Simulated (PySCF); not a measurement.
Crystal: OGaClBrH, in a box.

```
O Ga Cl Br H
1.0
    13.00000    0.00000    0.00000
     0.00000   13.00000    0.00000
     0.00000    0.00000   12.00000
O Ga Cl Br H
1 1 1 1 1
Cartesian
  6.9389 7.7869 6.4962
  6.6938 6.0595 6.2238
  8.0156 4.7083 7.1656
  5.0104 5.3111 4.9024
  6.2977 8.3337 6.0346
```

Base run:

```yaml
Program: PySCF 2.14.0
Functional: TPSS
Dispersion: D3(OP)
Potentials_or_basis: 6-31g* (all-electron)
k_mesh: 1 × 1 × 1
Occupations: fixed
Spin: no spin polarisation
```

Its results: gap between the frontier levels 5.07 eV.

Problem. After a change of settings the same cell gave: gap between the frontier levels 7.11 eV. Which change was it?
A. functional from TPSS to PBE0; dispersion from D3(OP) to D3(BJ)
B. functional from TPSS to PBE; dispersion from D3(OP) to none
C. functional from TPSS to revPBE; dispersion from D3(OP) to D3
D. functional from TPSS to revTPSS; dispersion from D3(OP) to none

Solution. A.

Caveats: this is a molecule in a periodic box at the Γ point, so its band gap is the HOMO-LUMO gap; relativity is left out, which matters for the heavier elements; the basis of atomic orbitals isn't converged, which shifts pressures, moduli and gaps.

Not every run made on this cell is shown here.
